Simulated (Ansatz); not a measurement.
This script for the Python package of Ansatz (0.2.0) starts 8 runs on CH6AsN, SMILES C[AsH]N. What input does the engine get in each?

The script, `ch6asn_scan.py`:
```python
'''Potential curve of CH6AsN along one bond.'''

import ansatz
import numpy as np

ch6asn = (
    ansatz.Crystal.molecule()
    .atom('C', [-0.8008, 0.8158, -0.4617])
    .atom('As', [1.0008, 0.4573, 0.0581])
    .atom('N', [0.4854, -1.2299, 0.7671])
    .atom('H', [-1.2099, 0.0029, -1.0138])
    .atom('H', [-0.8543, 1.7387, -1.1598])
    .atom('H', [-1.455, 1.0936, 0.4291])
    .atom('H', [1.3693, -0.1531, -1.3345])
    .atom('H', [1.4453, -1.7392, 0.9341])
    .atom('H', [0.1076, -1.0325, 1.7644])
)

symbols = [site.symbol for site in ch6asn.cartesian_sites]
start = np.array([site.position_ang for site in ch6asn.cartesian_sites])
axis = (start[7] - start[2]) / np.linalg.norm(start[7] - start[2])
moving = [7]
lengths, energies = [0.967, 1.011, 1.055, 1.099, 1.143, 1.187, 1.231, 1.297], []
for length in lengths:
    xyz = start.copy()
    xyz[moving] += (length - np.linalg.norm(start[7] - start[2])) * axis
    point = ansatz.Crystal.molecule()
    for symbol, place in zip(symbols, xyz):
        point = point.atom(symbol, place.tolist())
    job = (
        point.calculation()
        .basis(gaussian='def2-SVP')
        .correlation('MP2')
    )
    r = job.run(threads=1, pin='off').report
    energies.append(r['free_energy_ev'])
    print(f'r = {length:6.3f} A  E = {energies[-1]:.5f} eV  <S^2> = {abs(r["mean_field"]["state"]["spin_squared"]):.3f}')

# quartic fit about the minimum
fit = np.polynomial.Polynomial.fit(lengths, np.array(energies) - min(energies), 4).convert()
roots = [r.real for r in fit.deriv().roots() if abs(r.imag) < 1e-9 and fit.deriv(2)(r.real) > 0]
r_e = min(roots, key=lambda r: abs(r - lengths[int(np.argmin(energies))]))
print(f'minimum of the fit at {r_e:.4f} A, force constant {fit.deriv(2)(r_e):.2f} eV/A^2')
```

Run 1:
```yaml
crystal:
  periodic: [false, false, false]
  atoms:
    - { symbol: C, position_ang: [-0.8008, 0.8158, -0.4617] }
    - { symbol: As, position_ang: [1.0008, 0.4573, 0.0581] }
    - { symbol: "N", position_ang: [0.4854, -1.2299, 0.7671] }
    - { symbol: H, position_ang: [-1.2099, 0.0029, -1.0138] }
    - { symbol: H, position_ang: [-0.8543, 1.7387, -1.1598] }
    - { symbol: H, position_ang: [-1.455, 1.0936, 0.4291] }
    - { symbol: H, position_ang: [1.3693, -0.1531, -1.3345] }
    - { symbol: H, position_ang: [1.3296987941590728, -1.6778647628557306, 0.9139881119122463] }
    - { symbol: H, position_ang: [0.1076, -1.0325, 1.7644] }
basis:
  gaussian:
    orbitals: def2-SVP
correlation:
  method: mp2
```

Run 2, against run 1:
```diff
-    - { symbol: H, position_ang: [1.3296987941590728, -1.6778647628557306, 0.9139881119122463] }
+    - { symbol: H, position_ang: [1.3681156989605197, -1.6982478544437887, 0.9206717488555128] }
```

Run 3, against run 1:
```diff
-    - { symbol: H, position_ang: [1.3296987941590728, -1.6778647628557306, 0.9139881119122463] }
+    - { symbol: H, position_ang: [1.4065326037619668, -1.7186309460318467, 0.9273553857987795] }
```

Run 4, against run 1:
```diff
-    - { symbol: H, position_ang: [1.3296987941590728, -1.6778647628557306, 0.9139881119122463] }
+    - { symbol: H, position_ang: [1.4449495085634136, -1.7390140376199048, 0.9340390227420462] }
```

Run 5, against run 1:
```diff
-    - { symbol: H, position_ang: [1.3296987941590728, -1.6778647628557306, 0.9139881119122463] }
+    - { symbol: H, position_ang: [1.4833664133648607, -1.7593971292079629, 0.9407226596853128] }
```

Run 6, against run 1:
```diff
-    - { symbol: H, position_ang: [1.3296987941590728, -1.6778647628557306, 0.9139881119122463] }
+    - { symbol: H, position_ang: [1.5217833181663076, -1.779780220796021, 0.9474062966285794] }
```

Run 7, against run 1:
```diff
-    - { symbol: H, position_ang: [1.3296987941590728, -1.6778647628557306, 0.9139881119122463] }
+    - { symbol: H, position_ang: [1.5602002229677545, -1.800163312384079, 0.9540899335718461] }
```

Run 8, against run 1:
```diff
-    - { symbol: H, position_ang: [1.3296987941590728, -1.6778647628557306, 0.9139881119122463] }
+    - { symbol: H, position_ang: [1.6178255801699248, -1.830737949766166, 0.964115388986746] }
```

```console
$ python ch6asn_scan.py
r =  0.967 A  E = -63407.73619 eV  <S^2> = 0.000
r =  1.011 A  E = -63407.81660 eV  <S^2> = 0.000
r =  1.055 A  E = -63407.80433 eV  <S^2> = 0.000
r =  1.099 A  E = -63407.72220 eV  <S^2> = 0.000
r =  1.143 A  E = -63407.58797 eV  <S^2> = 0.000
r =  1.187 A  E = -63407.41545 eV  <S^2> = 0.000
r =  1.231 A  E = -63407.21545 eV  <S^2> = 0.000
r =  1.297 A  E = -63406.88182 eV  <S^2> = 0.000
minimum of the fit at 1.0262 A, force constant 43.23 eV/A^2
```

Caveats:
- Total energies depend on the basis set; only differences at equal settings carry meaning.
- The rest of the molecule is held rigid at a force-field or estimated start geometry, and the basis set is modest; single-reference methods fail as a bond breaks.
- The orbitals are restricted, so S² is zero by construction.
- S² is that of the Hartree-Fock reference.
- Timing: 5.5 s on 1 thread of AMD EPYC 9R45 (Zen 5), with other jobs on the host, peak memory 0.23 GiB.
